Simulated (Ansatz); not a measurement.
# C₃H₈BCl: a ladder of functionals and wavefunction methods

One table from this session's results is given with a row withheld; the runs are named, their logs left out.

Program: Ansatz 0.2.0, Gaussian basis. Level of theory: functionals in def2-TZVPP, the program's frozen cores in correlated methods. These are calculated values, not measurements.

Plan: PBE-D4, r2SCAN-D4, PBE0-D4, B3LYP-D4, ωB97X-V, ωB97M-V, B2PLYP; CCSD(T)/def2-TZVPP; MP2/def2-QZVPP; extrapolation to the limit.

## The relaxed structure

All runs share one geometry, relaxed beforehand with PBE0-D4 in a triple-zeta def2 set.

SMILES `CBC(C)Cl`, 13 atoms, charge 0, spin multiplicity 1.

Atoms are counted from 1 here; the program's logs count them from 0.

Bond lengths: C1–B2 1.561 Å, C1–H6 1.092 Å, C1–H7 1.100 Å, C1–H8 1.092 Å, B2–C3 1.570 Å, B2–H9 1.198 Å, C3–C4 1.501 Å, C3–Cl5 1.843 Å, C3–H10 1.089 Å, C4–H11 1.095 Å, C4–H12 1.092 Å, C4–H13 1.090 Å. Angles: B2–C1–H6 115.4°, B2–C1–H7 106.7°, B2–C1–H8 112.4°, H6–C1–H7 107.1°, H6–C1–H8 108.9°, H7–C1–H8 105.7°, C1–B2–C3 123.2°, C1–B2–H9 120.3°, C3–B2–H9 116.4°, B2–C3–C4 123.2°, B2–C3–Cl5 84.1°, B2–C3–H10 115.8°, C4–C3–Cl5 111.3°, C4–C3–H10 112.4°, Cl5–C3–H10 104.3°, C3–C4–H11 108.3°, C3–C4–H12 112.1°, C3–C4–H13 111.8° and more.

Set-up of the first run:

The input, in.yaml:

```yaml
crystal:
  periodic: [false, false, false]
  atoms:
    - {symbol: C, position_ang: [-1.640930, 0.211686, -0.576213]}
    - {symbol: B, position_ang: [-0.263394, -0.390903, -0.997372]}
    - {symbol: C, position_ang: [1.022682, -0.303902, -0.101816]}
    - {symbol: C, position_ang: [0.983999, 0.026965, 1.361506]}
    - {symbol: Cl, position_ang: [1.396014, 1.190087, -1.115161]}
    - {symbol: H, position_ang: [-1.604022, 0.940472, 0.235764]}
    - {symbol: H, position_ang: [-2.261605, -0.627737, -0.230441]}
    - {symbol: H, position_ang: [-2.179579, 0.649732, -1.419434]}
    - {symbol: H, position_ang: [-0.159552, -1.005783, -2.020724]}
    - {symbol: H, position_ang: [1.820408, -1.002562, -0.348412]}
    - {symbol: H, position_ang: [0.719424, -0.881720, 1.912061]}
    - {symbol: H, position_ang: [1.952342, 0.372271, 1.729544]}
    - {symbol: H, position_ang: [0.234813, 0.786693, 1.585699]}
basis:
  gaussian: {orbitals: def2-TZVPP}
hamiltonian: {xc: pbe, dispersion: d4}
output: {forces: true, orbitals: {seedname: orbitals}}
```

Started as:

```sh
> ansatz run in.yaml --threads 4 --pin off --events-out ev --progress --plain --max-ram 10444MiB
```

Steps of the session up to this table: PBE-D4 (GGA); r2SCAN-D4 (meta-GGA); PBE0-D4 (hybrid); B3LYP-D4 (hybrid); ωB97X-V (range-separated); ωB97M-V (range-separated); B2PLYP (double hybrid); CCSD(T) in def2-TZVPP; MP2 in def2-QZVPP.

One of the session's tables, all rows but one given; the rest of the session is left out.

```
            method  atomisation energy (kJ/mol)
            PBE-D4                       4993.0
         r2SCAN-D4                       4928.0
           PBE0-D4                       4941.0
          B3LYP-D4                       4904.1
           ωB97X-V                       4903.9
           ωB97M-V                       4919.6
            B2PLYP                       4852.4
     HF/def2-TZVPP                       3736.5
    MP2/def2-TZVPP                       4845.6
   CCSD/def2-TZVPP                            ?
CCSD(T)/def2-TZVPP                       4785.3
           MP2/CBS                       4947.4
       CCSD(T)/CBS                       4887.1
```

Estimate the missing values for CCSD/def2-TZVPP.

**Answer.** atomisation energy (kJ/mol): 4724.1. In the column «atomisation energy (kJ/mol)» it lies between HF/def2-TZVPP (3736.5) and CCSD(T)/def2-TZVPP (4785.3).

To keep in mind: Free atoms (3 C, 1 B, 1 Cl, 8 H) were run apart at each level; the atomisation energy is their sum less the molecule, without zero-point or spin-orbit terms.
